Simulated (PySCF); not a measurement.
# SnN: from the state search to spectroscopic constants

One job finds the state of SnN, follows it along the bond with each method and fits the curves.

The runs use PySCF 2.14.0; Sn cc-pVTZ-PP with ECP28, N cc-pVTZ, scalar-relativistic core potentials.

## (1) Set-up

Settings of the job:

```
atoms                         : Sn, N
charge                        : 0
basis                         : Sn cc-pVTZ-PP with ECP28, N cc-pVTZ
Hamiltonian                   : scalar-relativistic core potentials
basis functions               : 69
electrons treated             : 29
masses in u                   : 119.9022, 14.0031
levels                        : PBE0, PBE, r²SCAN, M06, r²SCANh, MN15, ωB97X, HF, MP2, SCS-MP2, CCSD, CCSD(T)
grid                          : 80 radial by 434 angular points
occupations                   : held fixed by the projection of orbital angular momentum
dissociation limit            : Sn + N, each in its ground configuration
starting distance in angstrom : 2.005
values of 2S to try           : 1, 3, 5
```

Run with:

```
$ OMP_NUM_THREADS=1 python dia.py task.json out
```

After this run come: The PBE0 curve of the state that the search chose; Other states along the same grid; PBE; r²SCAN; M06 (hybrid meta-GGA); r²SCANh (hybrid meta-GGA); MN15; ωB97X (range-separated hybrid); ROHF (mean field); Correlated methods on the Hartree–Fock reference.

Before running it: what results should come out? Wanted: for each run, Re; ωe; De; μ.

As calculated:

Lowest PBE0 solution found, without spin–orbit coupling: ²Π (doublet), unpaired electrons π ↑. State 2 has its PBE0 minimum 0.09 eV higher. State 3 has its PBE0 minimum 1.12 eV higher. State 4 has its PBE0 minimum 1.57 eV higher. The other levels ran on the lowest alone.

| level | Re (Å) | ωe (cm⁻¹) | De (eV) | μ (D) |
| --- | --- | --- | --- | --- |
| ROHF | 1.908 | 841 | -0.72 | -4.12 |
| ROHF-MP2 | 1.969 | 700 | 2.51 | n/a |
| ROHF-SCS-MP2 | 1.969 | 697 | 2.53 | n/a |
| ROHF-CCSD | 1.956 | 723 | 2.04 | n/a |
| ROHF-CCSD(T) | 1.978 | 679 | 2.43 | n/a |
| PBE | 1.977 | 688 | 3.25 | -3.13 |
| r²SCAN | 1.964 | 678 | 2.64 | -3.17 |
| r²SCANh | 1.962 | 657 | 2.44 | -3.19 |
| PBE0 | 1.955 | 672 | 2.56 | -3.30 |
| M06 | 1.959 | 728 | 2.94 | -3.67 |
| MN15 | 1.942 | 713 | 2.60 | -3.42 |
| ωB97X | 1.935 | 721 | 2.75 | -3.55 |

De is counted to Sn + N in their ground configurations. A positive dipole means Sn(−)N(+). ⟨S²⟩ is off the pure value of 0.75 by over a tenth at r²SCAN 0.85, r²SCANh 0.91, PBE0 0.87, MN15 0.84, ωB97X 0.83.

What this shows: Bond lengths run from 1.908 Å (ROHF) to 1.978 Å (ROHF-CCSD(T)). Of the levels with a De here, ROHF gives the least (-0.72 eV) and PBE the most (3.25 eV).

Correlated steps freeze 5 core orbitals. Spin–orbit coupling is left out, which matters for elements this heavy, above all for dissociation energies. A negative De means that the minimum lies above the separated atoms at that level. T1 is 0.033 near the minimum (highest on the curve 0.068), which may point to more than one leading configuration.
